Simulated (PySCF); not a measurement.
FGeClH2, in a box:

```
F Ge Cl H
1.0
    12.00000    0.00000    0.00000
     0.00000   12.00000    0.00000
     0.00000    0.00000   12.00000
F Ge Cl H
1 1 1 2
Direct
  0.47740 0.46486 0.60517
  0.50923 0.49976 0.46899
  0.38171 0.61093 0.41454
  0.50320 0.39257 0.40050
  0.62046 0.56171 0.47126
```

Base run:

- Program: PySCF 2.14.0
- Functional: MN15-L
- Potentials or basis: 6-31g* (all-electron)
- k mesh: 1 × 1 × 1
- Occupations: fixed
- Spin: no spin polarisation

Its results: gap between the frontier levels 7.91 eV.

The run is repeated on the same cell with these changes: functional from MN15-L to SCAN0. What comes out?

Gap between the frontier levels 9.45 eV.

Caveats: this is a molecule in a periodic box at the Γ point, so its band gap is the HOMO-LUMO gap; relativity is left out, which matters for the heavier elements; the basis of atomic orbitals isn't converged, which shifts pressures, moduli and gaps.

A k mesh can miss the band edges.

Not every run made on this cell is shown here.
